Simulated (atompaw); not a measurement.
# Ni: the cost of one run

Method: atompaw 4.2.0.5, PBE, scalar-relativistic.

### Step 1. The design

The settings as typed:

```
element                 : nickel (Ni, Z = 28)
type                    : PAW
frozen core             : [Ne]
valence charge          : 18
reference configuration : 3s2 3p6 3d8 4s2 4p0
partial waves           : 3s (bound): rc 1.15 bohr; 4s (bound): rc 1.65 bohr; 3p (bound): rc 1.25 bohr; 4p (bound, empty): rc 1.65 bohr; 3d (bound): rc 1.10 bohr; 3d channel at 2.6 Ry: rc 1.10 bohr
local potential         : troulliermartins scheme with l = 3 at 0 Ry, radius 1.35 bohr
core correction         : smooth core density matched at 0.85 bohr
augmentation charge     : besselshape compensation charge, radius 1.60 bohr; PAW radius 1.65 bohr; waves and projectors: custom polynom2 7 10 vanderbiltortho
```

### Step 2. Generating the potential

Ni.input reads:

```
Ni 28
GGA-PBE scalarrelativistic loggrid 1500 logderivrange -10 5 376
4 4 3 0 0 0
4 1 0
3 2 8
0 0 0
c
c
v
v
c
v
v
v
2
1.65 1.60 1.35 0.85
n
n
y
2.6
n
custom polynom2 7 10 vanderbiltortho besselshape
3 0 troulliermartins
1.15
1.65
1.25
1.65
1.10
1.10
PWSCFOUT
UPFDX 0.0125d0 UPFXMIN -7.d0 UPFZMESH 28.d0
END
```

On the command line:

```bash
atompaw < Ni.input > Ni.log
```

**Question.** How long does this run take on 1 thread of AMD EPYC 9R45, shared host?

About 4.5 s.
